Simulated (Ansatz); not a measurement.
# VCl2O: how the settings move a single-point run

Aim: see which settings change the result for VCl2O, by how much, and at what cost.

Computed with Ansatz 0.2.0 (reference: DFT, PBEsol, PAW with Ansatz's default frozen-core files, scalar-relativistic, unless a step's input says otherwise).

2 further runs of the same task are left out: 2 that didn't finish. Runs told in other sessions of the task aren't counted.

## 1. The structure to begin with

Symmetry: Imm2, No. 44, orthorhombic system. The conventional cell has a = 3.518 Å, b = 13.089 Å, c = 3.642 Å, α = 90.00°, β = 90.00°, γ = 90.00°. Around V (site symmetry mm2) lie 1 O at 1.27 Å. Around Cl (site symmetry m) lie 2 V at 2.44 Å. O (site symmetry mm2) is surrounded by 1 V at 1.27 Å.

As a file:

```xyz
4
Lattice="-1.7589 1.8211 6.5445 1.7589 -1.8211 6.5445 1.7589 1.8211 -6.5445" Properties=species:S:1:pos:R:3 pbc="T T T"
V     0.0000    1.5479    0.0000
Cl    0.0000    0.0000    8.2092
Cl    0.0000    0.0000    4.8799
O     0.0000    0.2732    0.0000
```

## 2. Baseline

The input, input.yaml:

```yaml
crystal:
  lattice:
    - [-1.758944, 1.82108, 6.544549]
    - [1.758944, -1.82108, 6.544549]
    - [1.758944, 1.82108, -6.544549]
  atoms:
    - { symbol: V, position: [0.425, 0.0, 0.425], spin: 1.5 }
    - { symbol: Cl, position: [0.627182, 0.627182, 0.0] }
    - { symbol: Cl, position: [0.372818, 0.372818, 0.0] }
    - { symbol: O, position: [0.075, 0.0, 0.075] }
magnetization:
  spin_polarized: true
kpoints:
  mp_grid: { grid: [8, 8, 8] }
scf:
  occupations: { method: fermi_dirac, width: 0.03 }
hamiltonian:
  xc: pbesol
  pseudopotentials: { kind: paw }
output:
  forces: true
  stress: true
  eigenvalues: true
basis:
  ecutwfc: 800
```

Started as:

```bash
$ ansatz run input.yaml --threads 1 --pin off --max-ram 3072MiB --backend cpu --events-out ev --progress --plain --runs-dir out
```

## 3. Changed: symmetry.detect false

input.yaml, as its differences from that of step 2:

```diff
@@ -10,2 +10,3 @@
     - { symbol: O, position: [0.075, 0.0, 0.075] }
+  symmetry: { detect: false }
 magnetization:
```

What does the calculation give? Wanted: for each run, ending; energy change; pressure; abs. moment; force.

**Answer**, as computed:

| run | ending | energy change | pressure (GPa) | abs. moment (μB) | force (eV/Å) | cycles | time |
| --- | --- | --- | --- | --- | --- | --- | --- |
| reference | converged | 0 | 27.3 | 1.14 | 34.25 | 11 | 46 s |
| 1: symmetry.detect false | converged | 0.0 meV/atom | 27.3 | 1.14 | 34.25 | 11 | 2 min |

Residual by cycle in the longest SCF loop of each run; runs are numbered as in the table. The quantity is the density residual dr2, in eV.

| cycle | reference | run 1 |
| --- | --- | --- |
| 1 | 2.99 | 2.99 |
| 2 | 1.4 | 1.4 |
| 3 | 0.225 | 0.226 |
| 4 | 0.0397 | 0.0392 |
| 5 | 0.0113 | 0.0113 |
| 6 | 6.3e-4 | 6.1e-4 |
| 7 | 4.6e-5 | 4.7e-5 |
| 8 | 2.3e-6 | 2.2e-6 |
| 9 | 5.0e-7 | 5.0e-7 |
| 10 | 2.8e-8 | 2.6e-8 |
| 11 | 6.3e-9 | 6.0e-9 |

What this shows: Energy and cycle count are those of the reference, so the change (use of symmetry) left the result and the number of cycles as they were. Cost: 2 min against 46 s. The structure is not at rest: the sound run finds 27 GPa, so these are no properties of the relaxed crystal. 
